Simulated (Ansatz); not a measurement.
# NaLaMnMoO6 (Cm) in Ansatz: a series of runs

Aim: see how the results for NaLaMnMoO6 move with the level of theory and the settings. Levels: PBE, r2SCAN. Tasks: single point, relaxation of cell and atoms.

All numbers are computed with Ansatz 0.2.0; they aren't measurements. Logs are shortened: lines on timing, memory, paths and dates and some standing lists are left out, and cuts for length are marked.

## (1) Starting point

Symmetry: Cm, No. 8, monoclinic system. Conventional cell: a = 9.956 Å, b = 5.763 Å, c = 5.524 Å, α = 90.00°, β = 123.42°, γ = 90.00°. Na (site symmetry m) is surrounded by 5 O at 2.28 to 2.46 Å. La (site symmetry m) has 5 O at 2.26 to 2.50 Å as nearest neighbours. Around Mn (site symmetry m) lie 5 O at 2.05 to 2.20 Å. Around Mo (site symmetry m) lie 6 O at 1.91 to 1.95 Å. O (site symmetry m) is surrounded by 1 Mo at 1.93 Å and 1 Mn at 2.05 Å. O (site symmetry 1) is surrounded by 1 Mo at 1.93 Å and 1 Mn at 2.19 Å. O (site symmetry 1) is surrounded by 1 Mo at 1.95 Å and 1 Mn at 2.20 Å. O (site symmetry m) is surrounded by 1 Mo at 1.91 Å.

The cell was built by a generator and needn't be a form met in nature.

## (2) Single point, PBE, collinear spin, ferromagnetic start

input.yaml reads:

```yaml
crystal:
  lattice:
    - [4.97775, -2.88146, 0.02055]
    - [4.97775, 2.88146, 0.02055]
    - [-3.06086, 0.0, 4.59785]
  atoms:
    - { symbol: Na, position: [0.99482, 0.99482, 0.49994] }
    - { symbol: La, position: [0.75307, 0.75307, 0.78825] }
    - { symbol: Mn, position: [0.25016, 0.25016, 0.19811], spin: 4.0 }
    - { symbol: Mo, position: [0.49867, 0.49867, 0.99722], spin: 1.0 }
    - { symbol: O, position: [0.30338, 0.30338, 0.61396] }
    - { symbol: O, position: [0.32902, 0.8285, 0.87649] }
    - { symbol: O, position: [0.19558, 0.6363, 0.15354] }
    - { symbol: O, position: [0.6363, 0.19558, 0.15354] }
    - { symbol: O, position: [0.8285, 0.32902, 0.87649] }
    - { symbol: O, position: [0.7105, 0.7105, 0.34246] }
hamiltonian:
  xc: pbe
  pseudopotentials: { kind: nc, source: spms }
magnetization:
  spin_polarized: true
kpoints:
  mp_grid: { grid: [6, 6, 6] }
scf:
  occupations: { method: fermi_dirac, width: 0.05 }
output:
  forces: true
  stress: true
  eigenvalues: true
```

Potentials or basis: SPMS NC.

Started as:

```sh
$ ansatz run input.yaml --threads 8 --pin off --max-ram 20480MiB --backend cpu --events-out ev --progress --plain --runs-dir out
```

Standard output:

```text
Warning: RAYON_NUM_THREADS=8 ignored (pool sized by the plan → 8); use --threads N
Engine: ansatz 0.2.0, aarch64-unknown-linux-gnu
Pseudopotentials: kind: nc
Pseudopotential: Na, nc, valence charge 9, recommended cutoff 653.073269903712 eV (normal), Na.nc.azcp
Pseudopotential: La, nc, valence charge 11, recommended cutoff 489.804952427784 eV (normal), La.nc.azcp
Pseudopotential: Mn, nc, valence charge 15, recommended cutoff 1006.821291101556 eV (normal), Mn.nc.azcp
Pseudopotential: Mo, nc, valence charge 14, recommended cutoff 625.861883657724 eV (normal), Mo.nc.azcp
Pseudopotential: O, nc, valence charge 6, recommended cutoff 1034.032677347544 eV (normal), O.nc.azcp
Functional definition: PBE
  parameter kappa = 0.804
  parameter beta = 0.06672455060314922
  exchange = pbe_x(kappa = kappa, mu = beta*pi^2/3)
  correlation = pbe_c(beta = beta)
Crystal: 10 atoms, lattice volume = 132.258 Å³
Basis set: ecut = 1034.032677347544 eV, 9985 PW (Γ), exchange–correlation on 128×128×120 points (8 copies of the dense FFT grid, shifted against one another)
Bands: 55, of which v1, the nominal top of the filled ones, is band 43 counted from 1 (42 counted from 0)
Symmetry: 2 space group operations
Space group: Cm (ITA 8), of the structure as read, at distance tolerance 5.1e-5 Å
Magnetic group: BNS 8.32 (UNI 39), of the structure as read, at distance tolerance 5.1e-5 Å
k-points: 68 of 216 (time reversal used)
Non-local potential: Na, projectors of the file, l = 0: 2, l = 1: 2
Non-local potential: La, projectors of the file, l = 0: 2, l = 1: 2, l = 2: 2, l = 3: 2
Non-local potential: Mn, projectors of the file, l = 0: 2, l = 1: 2, l = 2: 2
Non-local potential: Mo, projectors of the file, l = 0: 2, l = 1: 2, l = 2: 2
Non-local potential: O, projectors of the file, l = 0: 2, l = 1: 2, l = 2: 1
Initial density: superposition of atomic densities (chi_scale 0.1, normalization cell, long waves kept (reshape's long-wave potential 0.01 eV rms))
Starting moments: Σ|m| = 5 μB on 2 of 10 sites
Initial wavefunctions: pseudopotential atomic-orbital guess
Functional: x = pbe(κ = 0.804, μ = 0.2195149727645171), c = pbe(β = 0.06672455060314922)
SCF iter   1: F=—  HF=-9606.392399 eV  |F-HF|=—  |Δ(HF+E_count)|=         —  Δρ=1.89e-1 (↑1.01e-1 ↓1.89e-1)  dr2=1.45e2  dr2_m=5.27e0  M=2.979 μB ∫|m|=3.022 μB  β_m=0.30  ethr=3.10e-3  ⟨swp⟩=16.8  Hψ=54008  notcnv=0  defer=7
preconditioner: auto → Kerker (q_TF=auto, 2.534 Å⁻¹)  [metal: Δε(μ)=0.018 eV  Ē_g=10.642 eV  σ=0.050 eV  W_gap=0.09  n_scr=32 (ndim 8)  ℏωp=26.0 eV  f_vac=0.000  D(μ)=6.25/eV (n_scr^D=58)]
spin=Collinear: Kerker preconditioning applied to the charge; magnetization (m = ρ↑ − ρ↓) channel mixes plain (no charge-response kernel on spin).
SCF iter   2: F=—  HF=-9595.319839 eV  |F-HF|=—  |Δ(HF+E_count)|=    1.11e1  Δρ=7.03e-2 (↑7.03e-2 ↓6.66e-2)  dr2=2.93e1  dr2_m=1.56e0  M=4.520 μB ∫|m|=4.538 μB  β_m=0.30  ethr=3.10e-3  ⟨swp⟩=4.0  Hψ=17928  notcnv=0  defer=414
SCF iter   3: F=—  HF=-9592.529810 eV  |F-HF|=—  |Δ(HF+E_count)|=    2.79e0  Δρ=4.86e-2 (↑4.86e-2 ↓4.06e-2)  dr2=7.82e0  dr2_m=1.48e0  M=5.000 μB ∫|m|=5.009 μB  β_m=0.30  ethr=3.10e-3  ⟨swp⟩=4.3  Hψ=19963  notcnv=0  defer=164
SCF iter   4: F=—  HF=-9591.501686 eV  |F-HF|=—  |Δ(HF+E_count)|=    1.03e0  Δρ=2.88e-2 (↑2.74e-2 ↓2.88e-2)  dr2=1.26e0  dr2_m=6.31e-1  M=5.000 μB ∫|m|=5.012 μB  β_m=0.30  ethr=3.10e-3  ⟨swp⟩=4.5  Hψ=22241  notcnv=0  defer=105
SCF iter   5: F=—  HF=-9591.479516 eV  |F-HF|=—  |Δ(HF+E_count)|=   2.22e-2  Δρ=2.05e-2 (↑1.99e-2 ↓2.05e-2)  dr2=5.85e-1  dr2_m=3.72e-1  M=5.000 μB ∫|m|=5.006 μB  β_m=0.30  ethr=1.49e-3  ⟨swp⟩=2.2  Hψ=9373  notcnv=0  defer=112
SCF iter   6: F=—  HF=-9591.420983 eV  |F-HF|=—  |Δ(HF+E_count)|=   5.85e-2  Δρ=1.41e-2 (↑1.34e-2 ↓1.41e-2)  dr2=1.12e-1  dr2_m=2.09e-1  M=5.000 μB ∫|m|=5.008 μB  β_m=0.30  ethr=6.88e-4  ⟨swp⟩=4.7  Hψ=16596  notcnv=0  defer=295
Mixer restart at iter 6: flushing history
spin-set hold released at iteration 6 (site moments contracting): the magnetisation degrees of freedom join the quasi-Newton model from the next iteration; the mixer history was flushed
SCF iter   7: F=—  HF=-9591.453707 eV  |F-HF|=—  |Δ(HF+E_count)|=   3.27e-2  Δρ=1.02e-2 (↑1.01e-2 ↓1.02e-2)  dr2=7.59e-2  dr2_m=1.14e-1  M=5.000 μB ∫|m|=5.009 μB  β_m=0.65  ethr=1.32e-4  ⟨swp⟩=2.7  Hψ=8342  notcnv=0  defer=442
SCF iter   8: F=—  HF=-9591.491884 eV  |F-HF|=—  |Δ(HF+E_count)|=   3.82e-2  Δρ=1.49e-3 (↑1.49e-3 ↓1.20e-3)  dr2=1.70e-2  dr2_m=4.65e-4  M=5.000 μB ∫|m|=5.016 μB  β_m=0.77  ethr=8.93e-5  ⟨swp⟩=4.2  Hψ=18021  notcnv=0  defer=273
SCF iter   9: F=—  HF=-9591.490534 eV  |F-HF|=—  |Δ(HF+E_count)|=   1.35e-3  Δρ=8.46e-4 (↑8.46e-4 ↓7.14e-4)  dr2=7.39e-3  dr2_m=5.51e-5  M=5.000 μB ∫|m|=5.016 μB  β_m=0.89  ethr=2.00e-5  ⟨swp⟩=3.2  Hψ=13150  notcnv=0  defer=267
SCF iter  10: F=—  HF=-9591.489446 eV  |F-HF|=—  |Δ(HF+E_count)|=   1.09e-3  Δρ=4.86e-4 (↑4.86e-4 ↓4.77e-4)  dr2=1.05e-3  dr2_m=2.93e-5  M=5.000 μB ∫|m|=5.016 μB  β_m=0.84  ethr=8.69e-6  ⟨swp⟩=2.3  Hψ=12421  notcnv=0  defer=269
SCF iter  11: F=—  HF=-9591.489288 eV  |F-HF|=—  |Δ(HF+E_count)|=   1.58e-4  Δρ=2.24e-4 (↑2.24e-4 ↓2.09e-4)  dr2=2.29e-4  dr2_m=4.93e-6  M=5.000 μB ∫|m|=5.016 μB  β_m=0.79  ethr=1.23e-6  ⟨swp⟩=2.1  Hψ=11937  notcnv=0  defer=263
SCF iter  12: F=—  HF=-9591.489273 eV  |F-HF|=—  |Δ(HF+E_count)|=   1.51e-5  Δρ=7.31e-5 (↑7.31e-5 ↓6.99e-5)  dr2=3.74e-5  dr2_m=1.30e-6  M=5.000 μB ∫|m|=5.016 μB  β_m=0.89  ethr=2.69e-7  ⟨swp⟩=2.1  Hψ=10572  notcnv=0  defer=259
SCF iter  13: F=—  HF=-9591.488628 eV  |F-HF|=—  |Δ(HF+E_count)|=   6.45e-4  Δρ=3.74e-5 (↑3.74e-5 ↓3.29e-5)  dr2=8.59e-6  dr2_m=4.32e-8  M=5.000 μB ∫|m|=5.016 μB  β_m=0.94  ethr=4.40e-8  ⟨swp⟩=2.0  Hψ=11217  notcnv=0  defer=258
SCF iter  14: F=—  HF=-9591.488629 eV  |F-HF|=—  |Δ(HF+E_count)|=   1.45e-6  Δρ=3.01e-5 (↑2.80e-5 ↓3.01e-5)  dr2=4.63e-6  dr2_m=2.03e-8  M=5.000 μB ∫|m|=5.016 μB  β_m=0.80  ethr=1.01e-8  ⟨swp⟩=2.0  Hψ=11749  notcnv=0  defer=258
SCF iter  15: F=—  HF=-9591.488629 eV  |F-HF|=—  |Δ(HF+E_count)|=   5.89e-7  Δρ=6.82e-6 (↑6.82e-6 ↓5.81e-6)  dr2=2.37e-7  dr2_m=1.10e-8  M=5.000 μB ∫|m|=5.016 μB  β_m=0.90  ethr=5.44e-9  ⟨swp⟩=2.1  Hψ=10522  notcnv=0  defer=258
SCF iter  16: F=-9591.488629 eV  HF=-9591.488629 eV  |F-HF|=5.11e-8  |Δ(HF+E_count)|=   4.20e-8  Δρ=3.79e-6 (↑3.23e-6 ↓3.79e-6)  dr2=9.54e-8  dr2_m=9.73e-10  M=5.000 μB ∫|m|=5.016 μB  ethr=1.18e-10  ⟨swp⟩=14.8  Hψ=48932  notcnv=0
SCF 1 converged in 16 iterations: F = -9591.488629 eV  dr2 = 9.54e-8
SCF converged after 16 iterations
Magnetization: 5.0000 μB (45.0000 up, 40.0000 down)
Absolute magnetization: 5.0155 μB (∫|ρ↑−ρ↓|)
Spin contamination: 0.0103 ħ² per cell (⟨S²⟩ above its minimum at these occupations)
Per-site moments (μB) at R_I (Å): [(0.00039111504255748985, 0.9397287604887511), (0.006226496377755793, 0.9309397218549476), (3.93893349417732, 0.8470085746036821), (0.08707978549652401, 0.7885589158086568), (0.021451651978674546, 0.7964780466409165), (0.026413925258577574, 0.7974674252001343), (0.045051818789892624, 0.8062067899419498), (0.045051818789891965, 0.8062067899419498), (0.02641392525857754, 0.7974674252001343), (0.02143083163754085, 0.7885589158086568)]
Free energy (F): -9591.488629 eV
Harris-Foulkes:  -9591.488629 eV  (|F-HF|=5.11e-8)
Internal energy: -9591.488621 eV  (E = F + TS)
E sigma→0 (E₀):  -9591.488625 eV
Entropy (-TS):   -0.000008 eV (-0.001 meV/atom)
Fermi energy:    10.063131 eV
--- Per-component energies (eV) ---
  E_band       = -708.642230
  E_kinetic    = 4356.685451
  E_local      = -7417.370685  (includes V_loc(G=0)·N_el)
  E_nonlocal   = -896.742142
  E_hartree    = 2558.571279
  E_xc         = -1819.255745
  E_vxc        = -1868.356210  (∫ρ·V_xc dr)
  E_ewald      = -6373.376778
  E_smearing   = -0.000008  (= −TS)
  E_closure    = -0.000000  (closes the sum)
  Σ components = -9591.488629   (vs F -9591.488629, Δ=0.00e0)
--- Forces (eV/Å), atoms counted from 1 ---
  atom   1  Na     0.01245489    -0.00000000    -0.00424121
  atom   2  La    -0.00660765     0.00000000    -0.00425485
  atom   3  Mn     0.00690092    -0.00000000    -0.01062628
  atom   4  Mo    -0.01123366    -0.00000000    -0.01669426
  atom   5  O      0.00003070    -0.00000000     0.05541890
  atom   6  O     -0.04592909    -0.04309696     0.04111642
  atom   7  O      0.03698967    -0.07209041    -0.00534337
  atom   8  O      0.03698967     0.07209041    -0.00534337
  atom   9  O     -0.04592909     0.04309696     0.04111642
  atom  10  O      0.01634187     0.00000000    -0.09104170
  max |Σ_I F_I| component: 1.07e-4 eV/Å
--- Stress (GPa, compression-positive) ---
        0.135753       0.000000      -0.085722
        0.000000       0.237086      -0.000000
       -0.085722      -0.000000       0.577322
  P = ⅓ Tr σ = 0.3167 GPa (3.167 kbar)
--- Band table (eV; the first three rows and the last of 136) ---
  k-point 0 ↑: bands = ["-70.7891", "-53.2660", "-40.7075", "-39.9625", "-39.9220", "-39.9173", "-27.4172", "-27.3709", "-27.3556", "-21.9577", "-12.7348", "-12.7179", "-12.6983", "-8.9970", "-8.7234", "-8.6211", "-8.0551", "-7.6694", "-7.5923", "-5.4756", "-5.2600", "-4.9609", "3.8027", "3.9304", "3.9850", "4.3140", "4.3607", "4.4532", "5.6413", "5.9631", "6.0795", "6.3014", "6.4816", "6.5727", "6.6112", "7.0210", "7.0700", "7.0749", "7.1630", "7.8542", "8.0786", "8.7409", "9.0151", "9.0450", "9.5350", "10.6335", "10.8865", "11.1709", "12.6473", "12.7848", "12.7880", "12.8138", "12.8692", "12.8814", "13.0209"]
  k-point 1 ↑: bands = ["-70.7891", "-53.2660", "-40.7075", "-39.9625", "-39.9220", "-39.9173", "-27.4173", "-27.3709", "-27.3558", "-21.9568", "-12.7356", "-12.7185", "-12.6993", "-9.1031", "-8.7269", "-8.4533", "-8.0916", "-7.6706", "-7.6659", "-5.4527", "-5.2417", "-4.8786", "3.6876", "3.9220", "3.9629", "4.3342", "4.3549", "4.5572", "5.5253", "5.7473", "5.9749", "6.3404", "6.4118", "6.5800", "6.6124", "7.0556", "7.0707", "7.1837", "7.2306", "7.9415", "8.1428", "8.7008", "8.9293", "9.0104", "9.5363", "10.6205", "10.9955", "11.1263", "12.7477", "12.7660", "12.8174", "12.8175", "12.8591", "12.8768", "13.0033"]
  k-point 2 ↑: bands = ["-70.7891", "-53.2660", "-40.7075", "-39.9625", "-39.9220", "-39.9173", "-27.4173", "-27.3709", "-27.3561", "-21.9551", "-12.7374", "-12.7197", "-12.7013", "-9.2041", "-8.7339", "-8.2315", "-8.1698", "-7.7923", "-7.6730", "-5.4071", "-5.2050", "-4.7248", "3.4692", "3.9117", "3.9983", "4.3097", "4.4233", "4.6717", "5.1657", "5.5820", "5.7262", "6.3307", "6.3683", "6.5674", "6.6632", "7.0809", "7.2173", "7.2461", "7.4164", "7.8839", "8.2576", "8.6043", "8.8216", "9.0177", "9.5574", "10.6272", "11.0450", "11.1935", "12.7514", "12.7966", "12.8149", "12.8330", "12.8572", "12.8672", "12.9647"]
  k-point 67 ↓: bands = ["-66.7213", "-53.1634", "-40.7072", "-35.1596", "-35.1487", "-35.0929", "-27.3049", "-27.2488", "-27.2244", "-21.9444", "-12.7372", "-12.7207", "-12.6993", "-8.9969", "-8.7270", "-8.2746", "-8.1220", "-7.9662", "-7.5215", "-5.3102", "-5.0530", "-4.6608", "3.8001", "4.0707", "4.1307", "4.2900", "4.4842", "5.0635", "5.2982", "5.6529", "5.7056", "6.3717", "6.5837", "6.9140", "7.1668", "7.2796", "7.3827", "7.7732", "7.8686", "8.0105", "10.5376", "10.9595", "11.3062", "12.3889", "12.5268", "12.7677", "12.7785", "12.8083", "12.8346", "12.8568", "12.9000", "12.9550", "13.0176", "13.0598", "13.1998"]
```

It took 67 s on 8 threads of Arm Neoverse V2, shared host; peak memory 2.5 GiB.

Results:

- Free energy: -9591.4886 eV
- Pressure: 0.3 GPa
- Largest force: 0.092 eV/Å
- Band gap on the k mesh: 0.97 eV, indirect (least direct gap 1.05 eV)
- Net moment: 5.00 μB per cell
- Absolute moment: 5.02 μB per cell
- Site moments: Na +0.00; La +0.01; Mn +3.94; Mo +0.09; O +0.02, +0.03, +0.05 μB

Forces in eV/Å, atoms in the order of the input:
```
Na   0.012  0.000 -0.004
La  -0.007  0.000 -0.004
Mn   0.007  0.000 -0.011
Mo  -0.011  0.000 -0.017
O    0.000  0.000  0.055
O   -0.046 -0.043  0.041
O    0.037 -0.072 -0.005
O    0.037  0.072 -0.005
O   -0.046  0.043  0.041
O    0.016  0.000 -0.091
```

Levels at points of the mesh, in eV from the valence-band top:
Spin up:
```csv
k point,band 41,band 42,band 43,band 44,band 45,band 46,band 47,band 48,band 49,band 50
"(0.00, 0.00, 0.00)",-1.49,-0.83,-0.55,-0.52,-0.03,1.06,1.32,1.60,3.08,3.22
"(0.00, 0.00, -0.50)",-1.27,-1.01,-0.77,-0.51,0.00,1.07,1.44,1.72,3.19,3.22
"(0.00, -0.50, 0.00)",-1.32,-0.95,-0.69,-0.61,-0.19,1.27,1.55,1.70,3.20,3.22
"(0.00, -0.50, -0.50)",-1.38,-1.04,-0.70,-0.57,-0.15,1.26,1.58,1.67,3.16,3.22
"(-0.50, -0.50, 0.00)",-1.46,-0.99,-0.75,-0.70,-0.14,1.08,1.46,1.92,3.17,3.20
"(-0.50, -0.50, -0.50)",-1.60,-0.79,-0.71,-0.56,-0.16,1.21,1.45,1.73,3.17,3.22
```
Spin down:
```csv
k point,band 36,band 37,band 38,band 39,band 40,band 41,band 42,band 43,band 44,band 45
"(0.00, 0.00, 0.00)",-2.35,-2.25,-2.19,-2.00,-1.64,1.02,1.43,1.59,2.70,2.87
"(0.00, 0.00, -0.50)",-2.19,-2.09,-2.06,-1.74,-1.63,1.07,1.42,1.49,2.82,2.91
"(0.00, -0.50, 0.00)",-2.37,-2.23,-2.15,-2.07,-1.49,1.30,1.53,1.64,2.82,2.92
"(0.00, -0.50, -0.50)",-2.41,-2.26,-1.95,-1.70,-1.55,1.19,1.40,1.67,2.82,2.98
"(-0.50, -0.50, 0.00)",-2.20,-2.14,-1.76,-1.71,-1.26,1.02,1.32,1.85,2.86,3.01
"(-0.50, -0.50, -0.50)",-2.29,-2.19,-1.80,-1.70,-1.56,0.97,1.39,1.74,2.82,2.96
```

Caveat: the pressure holds a Pulay correction of +0.4 GPa for the finite cutoff; spin-orbit coupling is left out, which moves the levels of the heavy elements; a cell with one magnetic atom can't hold antiferromagnetic order, which such compounds often take.

[end of part 1 of 2]
